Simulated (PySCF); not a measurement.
# BNH3Br (SMILES NBBr): levels of theory compared

We compute a comparison of 5 runs (HF/cc-pVDZ, HF/def2-SVP, BLYP/3-21G, B3LYP/6-31G*, MP2/def2-SVP) of BNH3Br. 

Program for the calculation: PySCF 2.14.0.

### Step 1. The structure to begin with

The species is BNH3Br (6 atoms), meant as a singlet with charge 0. As SMILES, `NBBr`. The shape is that of a PBE0-D4/def2-TZVP optimisation.

Bond lengths: N1–B2 1.380 Å, B2–Br3 1.931 Å, N1–H4 1.006 Å, N1–H5 1.006 Å, B2–H6 1.190 Å. Angles: N1–B2–Br3 119.6°, N1–B2–H6 122.0°, Br3–B2–H6 118.4°, B2–N1–H4 122.1°, B2–N1–H5 123.3°, H4–N1–H5 114.6°.

### Step 2. Energy and gradient at HF/cc-pVDZ (run 1)

mol.xyz

```xyz
6

N     -0.228400    -0.210700    -0.724700
B      0.246400    -0.041600     0.560100
Br     0.107800     1.687200     1.408500
H     -0.174900    -1.094700    -1.201500
H     -0.652700     0.528800    -1.259400
H      0.743900    -0.933100     1.170700
```

calc.py

```python
# NBBr
import pyscf.grad
from pyscf import gto

mol = gto.M(
    atom='mol.xyz',
    basis='cc-pvdz',
    verbose=3,
    max_memory=1860,
)

hf = mol.RHF()
hf.conv_tol = 1e-10
hf.kernel()
if not hf.converged:
    hf = hf.newton().run(hf.mo_coeff, hf.mo_occ)

e_final = hf.e_tot
print('E = %.10f Eh' % e_final)
grad = hf.Gradients().kernel()
dip = hf.dip_moment()
pop, q = hf.mulliken_pop()
```

The run is started by

```sh
$ OMP_NUM_THREADS=1 python calc.py
```

Output:

```text
converged SCF energy = -2653.35779709477
[... 10 lines left out ...]
Dipole moment(X, Y, Z, Debye): -0.53473, -1.70223, -2.48635
[... 77 lines left out ...]
charge of    5H =     -0.04771
```

It took 7.2 s on 1 thread of Intel Xeon at 2.70GHz, shared host; peak memory 0.14 GiB.

### Step 3. Energy and forces at HF/def2-SVP (run 2)

geometry.xyz

```xyz
6
BBrH3N
N     -0.228400    -0.210700    -0.724700
B      0.246400    -0.041600     0.560100
Br     0.107800     1.687200     1.408500
H     -0.174900    -1.094700    -1.201500
H     -0.652700     0.528800    -1.259400
H      0.743900    -0.933100     1.170700
```

calc.py

```python
import pyscf.grad
from pyscf import gto

molecule = gto.M(
    atom='geometry.xyz',
    spin=0,
    basis='def2-svp',
    max_memory=1860,
    charge=0,
    verbose=4,
)

mf = molecule.RHF()
mf.conv_tol = 1e-10
mf.kernel()
if not mf.converged:
    mf = mf.newton().run(mf.mo_coeff, mf.mo_occ)

etot = mf.e_tot
print('E = %.10f Eh' % etot)
grad = mf.Gradients().kernel()
mf.analyze()
```

The run is started by

```sh
$ OMP_NUM_THREADS=1 python calc.py
```

Output:

```text
PySCF version 2.14.0

[... 89 lines left out ...]
MO #5   energy= -58.4889252463781  occ= 2
[... 13 lines left out ...]
MO #19  energy= -0.72420120928042  occ= 2
[... 13 lines left out ...]
MO #33  energy= 0.434094650825906  occ= 0
[... 13 lines left out ...]
MO #47  energy= 1.03621839844368   occ= 0
[... 13 lines left out ...]
MO #61  energy= 2.15415996805518   occ= 0
[... 13 lines left out ...]
MO #75  energy= 4.17088208539384   occ= 0
[... 84 lines left out ...]
Dipole moment(X, Y, Z, Debye): -0.53885, -1.65821, -2.46614
```

It took 6.3 s on 1 thread of Intel Xeon at 2.70GHz, shared host; peak memory 0.15 GiB.

Runs 3 to 4 aren't shown in full; the table further down has their settings and results.

### Step 4. Energy and gradient at MP2/def2-SVP (run 5)

run.py

```python
from pyscf import gto, scf, mp

system = gto.M(
    atom=[
    ('N', (-0.228400, -0.210700, -0.724700)),
    ('B', (0.246400, -0.041600, 0.560100)),
    ('Br', (0.107800, 1.687200, 1.408500)),
    ('H', (-0.174900, -1.094700, -1.201500)),
    ('H', (-0.652700, 0.528800, -1.259400)),
    ('H', (0.743900, -0.933100, 1.170700)),
],
    basis='def2-svp',
    max_memory=1860,
    charge=0,
    spin=0,
    verbose=4,
)

mf = scf.RHF(system)
mf.conv_tol = 1e-10
mf.kernel()
if not mf.converged:
    mf = mf.newton().run(mf.mo_coeff, mf.mo_occ)

pt = mp.MP2(mf, frozen=11).run()
e_tot = pt.e_tot
print('Final energy', e_tot)
grad = pt.nuc_grad_method().kernel()
mf.analyze()
```

The run is started by

```sh
$ OMP_NUM_THREADS=1 python run.py
```

Output:

```text
PySCF version 2.14.0

[... 87 lines left out ...]
DFT Exchange-Correlation Energy =     -101.279034939921530
[... 16 lines left out ...]
MO #15  energy= -3.15806220075093  occ= 2
[... 14 lines left out ...]
MO #30  energy= 0.289609543757044  occ= 0
[... 14 lines left out ...]
MO #45  energy= 0.96741605544667   occ= 0
[... 14 lines left out ...]
MO #60  energy= 2.07766994215425   occ= 0
[... 14 lines left out ...]
MO #75  energy= 4.17088208539384   occ= 0
[... 84 lines left out ...]
Dipole moment(X, Y, Z, Debye): -0.53885, -1.65821, -2.46614
```

It took 13 s on 1 thread of Intel Xeon at 2.70GHz, shared host; peak memory 0.56 GiB.

### Step 5. All runs side by side

| run | level | integration grid | Cartesian functions | energy (Eh) | dipole moment (D) of the reference | HOMO energy (eV) | LUMO energy (eV) | wall time |
| --- | --- | --- | --- | --- | --- | --- | --- | --- |
| 1 | HF/cc-pVDZ | – | no | -2653.357797 | 3.06 | -10.87 | 4.00 | 7.2 s |
| 2 | HF/def2-SVP | – | no | -2653.007773 | 3.02 | -10.86 | 3.98 | 6.3 s |
| 3 | BLYP/3-21G | 5 | no | -2642.777571 | 3.19 | -5.96 | -0.04 | 13 s |
| 4 | B3LYP/6-31G* (Cartesian functions) | 5 | yes | -2655.370839 | 3.12 | -7.58 | 0.24 | 23 s |
| 5 | MP2/def2-SVP | – | no | -2653.495270 | 3.02 | -10.86 | 3.98 | 13 s |

### Step 6. Results

| quantity | value |
| --- | --- |
| run 5: total energy | -2653.49527 Eh |
| run 5: dipole moment (Hartree–Fock density) | 3.02 D |
| run 5: HOMO energy (Hartree–Fock orbitals) | -10.86 eV |
| run 5: LUMO energy (Hartree–Fock orbitals) | 3.98 eV |
| run 5: HOMO–LUMO gap (Hartree–Fock orbitals) | 14.84 eV |
| run 5: correlation energy (11 core orbitals frozen) | -487.5 mEh |
| run 5: largest force on an atom | 0.339 eV/Å |

What this shows: Over runs 1, 2, 3, 4 the dipole moment (its size) runs from 3.02 D (HF/def2-SVP) to 3.19 D (BLYP/3-21G). The two ends differ in method and basis. Over runs 1, 2, 3, 4 the HOMO–LUMO gap runs from 5.93 eV (BLYP/3-21G) to 14.87 eV (HF/cc-pVDZ). Totals of different functionals can't be ranked against each other. All runs together took 62 s, the longest 23 s.
